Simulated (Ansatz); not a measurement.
Run this with Ansatz 0.2.0, Python API and show what comes out.

Script `xc_li2pt.py`:
```python
import csv
import warnings

import ansatz as az
from ase import Atoms


def main() -> None:
    warnings.simplefilter('ignore', az.DeckWarning)

    atoms = Atoms(
        ['Li', 'Li', 'Pt'],
        scaled_positions=[
            (1 / 3, 2 / 3, 0.5),
            (2 / 3, 1 / 3, 0.5),
            (0.0, 0.0, 0.0),
        ],
        cell=[
            (4.186, 0.0, 0.0),
            (-2.093, 3.62518, 0.0),
            (0.0, 0.0, 2.661),
        ],
        pbc=True,
    )
    li2pt = az.Crystal.from_ase(atoms)

    setup = li2pt.calculation()
    setup = setup.pseudopotentials('nc').accuracy('low')
    setup = setup.kpoints(mesh=(6, 6, 9), shift=0.5).occupations('fermi_dirac', width=0.2)
    setup = setup.scf(max_iterations=100, lower_state_search='light', algorithm='direct_min')

    rows = []
    for value in ['pbesol', 'blyp', 'lda']:
        r = setup.functional(value).run().report
        rows.append((value, r['free_energy_ev'] / len(r['lattice']['sites']), r['n_iterations'], r['n_kpoints']))

    with open('xc.csv', 'w', newline='') as handle:
        writer = csv.writer(handle)
        writer.writerow(['functional', 'F/atom (eV)', 'iterations', 'k-points'])
        writer.writerows([round(v, 5) if isinstance(v, float) else v for v in row] for row in rows)
    print(open('xc.csv').read())


if __name__ == '__main__':
    main()
```

```console
$ python xc_li2pt.py
functional,F/atom (eV),iterations,k-points
pbesol,-1314.48836,7,60
blyp,-1313.56013,7,60
lda,-1315.01944,7,60
```

What to keep in mind:
- Spin is left out of this run.
- Such functionals run on norm-conserving files made under PBE, which can move pressures by some GPa.
- BLYP can be off by several per cent in the lattices of metals, and by several GPa in the pressure at a fixed cell.
- For a metal this k-point mesh is coarse: on a finer one energies can move by several to tens of meV an atom and pressures by half a GPa or more, differences at one mesh by less.
- The smearing is wide enough that free energy and stress hold a thermal part of the electrons.
- The mesh has less symmetry than the crystal, which the program warned of.
- Spin-orbit coupling, which matters for elements this heavy, is left out.
- The starting cell is as deposited in a crystallographic database; the results hold for this polymorph, which needn't be the stable one.
- Total energies of different functionals can't be compared; pressures, moments and gaps at this one structure can.
- The script silences the warnings on its input, which a real study should read.
- Finished in 2.5 min on 1 thread of Arm Neoverse V1, on a shared host, peak memory 0.6 GiB.
